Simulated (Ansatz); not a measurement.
**CHBrCl (SMILES Cl[CH]Br): levels of theory compared**

Aim: a comparison of 4 runs (UPBE0/6-31G, UB3LYP/6-31G*, UMP2/cc-pVDZ, UCCSD(T)/pc-1) of CHBrCl. 

Program for the calculation: Ansatz 0.2.0.

4 further runs of the same task are left out: 3 that didn't finish, 1 set aside as unsound or not needed.

## Step 1: The system as given

CHBrCl: 4 atoms, total charge 0, spin state doublet. SMILES: `Cl[CH]Br`. The coordinates come from a PBE0-D4/def2-TZVP relaxation.

Bond lengths: Cl1–C2 1.686 Å, C2–Br3 1.851 Å, C2–H4 1.080 Å. Angles: Cl1–C2–Br3 120.1°, Cl1–C2–H4 117.6°, Br3–C2–H4 117.1°.

## Step 2: Energy and forces at UPBE0/6-31G (run 1)

Input file molecule.yaml:

```yaml
crystal:
  periodic: [false, false, false]
  atoms:
    - {symbol: Cl, position_ang: [-1.472700, 0.199000, -0.654200]}
    - {symbol: C, position_ang: [0.039000, 0.183700, 0.093200]}
    - {symbol: Br, position_ang: [0.753200, -1.408900, 0.710400]}
    - {symbol: H, position_ang: [0.735900, 0.965900, -0.169800]}
basis:
  gaussian:
    orbitals: 6-31G-spherical.json
magnetization:
  spin_polarized: true
  initial_magnetization: 1
hamiltonian:
  xc: pbe0
accuracy: high
output: {forces: true, orbitals: {seedname: orbitals}}
```

The basis set 6-31G is read from a file made from the Basis Set Exchange's data (not shown).

Command:

```bash
$ ansatz run molecule.yaml --threads 1 --pin off --max-ram 2610MiB --events-out events.jsonl --progress --plain --runs-dir runs
```

What it wrote:

```text
Warning: RAYON_NUM_THREADS=1 ignored (pool sized by the plan → 1); use --threads N
Functional definition: PBE0
  name "PBE0"
  parameter a = 0.25
  parameter kappa = 0.804
  parameter beta = 0.06672455060314922
  exchange = (1 - a)*pbe_x(kappa = kappa, mu = beta*pi^2/3) + a*exact_x
  correlation = pbe_c(beta = beta)
998 factors; integrals over basis functions are off by at most 4.6e-9 eV
mean field evaluation 1: about -83594.5631 eV, gradient 9.3e0 eV
mean field evaluation 2: about -83594.4749 eV, gradient 1.1e1 eV
mean field evaluation 4: about -83595.1111 eV, gradient 4.5e-1 eV
mean field evaluation 8: about -83595.1965 eV, gradient 2.8e-2 eV
mean field evaluation 16: about -83595.1965 eV, gradient 1.1e-5 eV
mean field -83595.19648314 eV, -3072.0668078960 hartree, gradient 7.3e-8 eV, S^2 0.754037; 0 other end points of the search recorded, 0 dependent functions left out
the calculation of the forces begins
reference -83595.19648487 eV, -3072.0668079598 hartree; 30, 29 occupied and 21, 22 virtual orbitals, 998 factors
Total energy: -83595.19648487 eV, -3072.0668079598 hartree
Atom 0 at    -1.472700     0.199000    -0.654200 Å, force    -2.064017     0.142148    -0.969446 eV/Å
Atom 1 at     0.039000     0.183700     0.093200 Å, force     1.601302     0.755719     0.413649 eV/Å
Atom 2 at     0.753200    -1.408900     0.710400 Å, force     0.499746    -0.915216     0.461339 eV/Å
Atom 3 at     0.735900     0.965900    -0.169800 Å, force    -0.037032     0.017349     0.094459 eV/Å
Dipole moment:     0.177717     0.133897    -0.067532 e Å
```

Run time: 9 s. Hardware: 1 thread of AMD EPYC 7R43 (Zen 3), shared host.

## Step 3: Energy and gradient at UB3LYP/6-31G(d) (Cartesian functions) (run 2)

molecule.yaml, as its differences from that of step 2:

```diff
@@ -8,10 +8,6 @@
 basis:
-  gaussian:
-    orbitals: 6-31G-spherical.json
-magnetization:
-  spin_polarized: true
-  initial_magnetization: 1
-hamiltonian:
-  xc: pbe0
+  gaussian: {orbitals: "6-31G*"}
 accuracy: high
+hamiltonian: {xc: {name: B3LYP}}
 output: {forces: true, orbitals: {seedname: orbitals}}
+magnetization: {spin_polarized: true, initial_magnetization: 1}
```

Command:

```bash
$ ansatz run molecule.yaml --threads 1 --pin off --max-ram 2610MiB --events-out events.jsonl --progress --plain --runs-dir runs
```

What it wrote, shortened:

```text
Warning: RAYON_NUM_THREADS=1 ignored (pool sized by the plan → 1); use --threads N
Functional definition: B3LYP
  name "B3LYP"
[...]
1327 factors; integrals over basis functions are off by at most 4.2e-9 eV
[...]
mean field -83612.92801071 eV, -3072.7184295153 hartree, gradient 3.2e-8 eV, S^2 0.753954; 0 other end points of the search recorded, 0 dependent functions left out
[...]
reference -83612.92804201 eV, -3072.7184306656 hartree; 30, 29 occupied and 41, 42 virtual orbitals, 1327 factors
Total energy: -83612.92804201 eV, -3072.7184306656 hartree
Atom 0 at    -1.472700     0.199000    -0.654200 Å, force    -0.722397     0.066370    -0.370565 eV/Å
Atom 1 at     0.039000     0.183700     0.093200 Å, force     0.367721     0.420210     0.158965 eV/Å
Atom 2 at     0.753200    -1.408900     0.710400 Å, force     0.301154    -0.542007     0.235200 eV/Å
Atom 3 at     0.735900     0.965900    -0.169800 Å, force     0.053522     0.055428    -0.023600 eV/Å
Dipole moment:     0.127779     0.129369    -0.061227 e Å
```

Run time: 13 s. Hardware: 1 thread of AMD EPYC 7R43 (Zen 3), shared host; peak memory 0.31 GiB.

Run 3 isn't shown in full; the table further down has it.

## Step 4: Energy and forces at UCCSD(T)/pc-1 (density fitting with def2-universal-jkfit, cc-pVDZ-rifit for correlation) (run 4)

Input file input.yaml:

```yaml
basis:
  gaussian:
    orbitals: pc-1.json
    fitting: {mean_field: def2-universal-jkfit, correlation: cc-pVDZ-rifit.json}
crystal:
  periodic: [false, false, false]
  atoms:
    - {symbol: Cl, position_ang: [-1.472700, 0.199000, -0.654200]}
    - {symbol: C, position_ang: [0.039000, 0.183700, 0.093200]}
    - {symbol: Br, position_ang: [0.753200, -1.408900, 0.710400]}
    - {symbol: H, position_ang: [0.735900, 0.965900, -0.169800]}
total_charge: 0
magnetization: {spin_polarized: true, initial_magnetization: 1}
correlation: {method: ccsd_t, electrons: outside_noble_gas}
output: {forces: true, orbitals: {seedname: orbitals}}
```

The basis set pc-1 is read from a file made from the Basis Set Exchange's data (not shown).

Command:

```bash
$ ansatz run input.yaml --threads 1 --pin off --max-ram 2610MiB --events-out events.jsonl --progress --plain --runs-dir runs
```

What it wrote:

```text
Warning: RAYON_NUM_THREADS=1 ignored (pool sized by the plan → 1); use --threads N
[... 11 lines left out ...]
20 core orbitals not correlated: weight in the atoms' cores, before any rotation towards them, 1.000 or more for the frozen orbitals, at most 0.000 for the correlated occupied ones
[... 17 lines left out ...]
Total energy: -83554.26014799 eV, -3070.5624253270 hartree
[... 4 lines left out ...]
Dipole moment:     0.132595     0.109264    -0.052835 e Å
```

It took 12 s on 1 thread of AMD EPYC 7R43 (Zen 3), shared host.

## Step 5: All runs side by side

```tsv
run	level	Cartesian functions	frozen core orbitals	energy (Eh)	dipole moment (D)	HOMO energy (eV)	LUMO energy (eV)	wall time
1	UPBE0/6-31G	no	–	-3072.066808	1.12	-6.32	-1.99	9 s
2	UB3LYP/6-31G* (Cartesian functions)	yes	–	-3072.718431	0.92	-5.88	-2.24	13 s
3	UMP2/cc-pVDZ	no	15	-3070.664384	0.85	-9.70	2.65	9.9 s
4	UCCSD(T)/pc-1 (density fitting with def2-universal-jkfit, cc-pVDZ-rifit for correlation)	no	20	-3070.562425	0.86	-9.83	2.31	12 s
```

## Step 6: What came out

| quantity | value |
| --- | --- |
| run 4: total energy | -3070.56243 Eh |
| run 4: dipole moment (correlated density) | 0.86 D |
| run 4: HOMO energy (Hartree–Fock orbitals) (highest over α and β) | -9.83 eV |
| run 4: LUMO energy (Hartree–Fock orbitals) (lowest over α and β) | 2.31 eV |
| run 4: correlation energy (20 core orbitals frozen) | -404.1 mEh |
| run 4: (T) correction | -10.44 mEh |
| run 4: ⟨S²⟩ of the reference determinant | 0.768 |
| run 4: T1 diagnostic | 0.016 |
| run 4: largest force on an atom | 0.914 eV/Å |

In words: The dipole moment (its size) runs from 0.85 D (UMP2/cc-pVDZ) to 1.12 D (UPBE0/6-31G). The two ends differ in method and basis. Totals of different functionals can't be ranked against each other. All runs together took 44 s, the longest 13 s.
